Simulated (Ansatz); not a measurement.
Set up this calculation in Ansatz 0.2.0, as the native input.

| Property | Result |
| --- | --- |
| Task | relaxation of cell and atoms |
| Functional | PBE |
| Potentials or basis | Ansatz PAW |
| Cutoff | 420 eV (not typed: the program's choice for these potentials) |
| k mesh | 6 × 6 × 6 |
| Occupations | fermi-dirac, width 0.05 eV |
| Spin | no spin polarisation |
| Target pressure | 2 GPa |
| Target pressure (GPa) | 2 |

Crystal: Hf2Pd2Se2Br2O3.

```
Hf Pd Se Br O
1.0
    -1.89227    2.67212   12.28423
     1.89227   -2.67212   12.28423
     1.89227    2.67212  -12.28423
Hf Pd Se Br O
2 2 2 2 3
Direct
  0.92095 0.92095 0.00000
  0.07905 0.07905 0.00000
  0.68332 0.68332 0.00000
  0.31668 0.31668 0.00000
  0.61777 0.11777 0.50000
  0.38223 0.88223 0.50000
  0.78660 0.78660 0.00000
  0.21340 0.21340 0.00000
  0.90121 0.40121 0.50000
  0.09879 0.59879 0.50000
  0.00000 0.00000 0.00000
```

The cell was built by a generator and needn't be a form met in nature.

These files were run (other wordings do the same):

input.yaml

```yaml
crystal:
  lattice:
    - [-1.89227, 2.67212, 12.28423]
    - [1.89227, -2.67212, 12.28423]
    - [1.89227, 2.67212, -12.28423]
  atoms:
    - { symbol: Hf, position: [0.92095, 0.92095, 0.0] }
    - { symbol: Hf, position: [0.07905, 0.07905, 0.0] }
    - { symbol: Pd, position: [0.68332, 0.68332, 0.0] }
    - { symbol: Pd, position: [0.31668, 0.31668, 0.0] }
    - { symbol: Se, position: [0.61777, 0.11777, 0.5] }
    - { symbol: Se, position: [0.38223, 0.88223, 0.5] }
    - { symbol: Br, position: [0.7866, 0.7866, 0.0] }
    - { symbol: Br, position: [0.2134, 0.2134, 0.0] }
    - { symbol: O, position: [0.90121, 0.40121, 0.5] }
    - { symbol: O, position: [0.09879, 0.59879, 0.5] }
    - { symbol: O, position: [0.0, 0.0, 0.0] }
hamiltonian:
  xc: pbe
  pseudopotentials: { kind: paw }
kpoints:
  mp_grid: { grid: [6, 6, 6] }
scf:
  occupations: { method: fermi_dirac, width: 0.05 }
output:
  forces: true
  stress: true
  eigenvalues: true
  write_density: true
  write_potential: true
  elf: true
  volumetric_format: npy
relax:
  f_tol: 0.01
  max_steps: 40
  cell: { stress_tol: 0.05, p_target: 2.0 }
```

Potentials or basis: Ansatz PAW.

Command:

```console
$ ansatz run input.yaml --threads 8 --pin off --max-ram 20480MiB --backend cpu --events-out ev --progress --plain --runs-dir out
```

Results of the run:

```
Relaxed volume                                         : 21.87 Å³/atom
Relaxed cell                                           : a = 12.664 Å, b = 12.664 Å, c = 12.664 Å, α = 162.95°, β = 156.17°, γ = 29.45°
Space group after relaxing (to 0.05 Å)                 : Immm (No. 71)
Energy change on relaxing (the enthalpy is what falls) : +4.3 meV/atom
Ionic steps                                            : 10
Pressure after relaxing                                : 2.0 GPa
Largest force after relaxing                           : 0.005 eV/Å
Band gap on the k mesh                                 : none (metal or under the smearing width)
```

Caveat: the plane-wave basis is chosen anew once the cell has moved, so the energies of steps on either side of that aren't comparable.

Wall time 4.8 min on 8 threads of AMD EPYC (Zen 3) (shared host), peak memory 1.8 GiB.
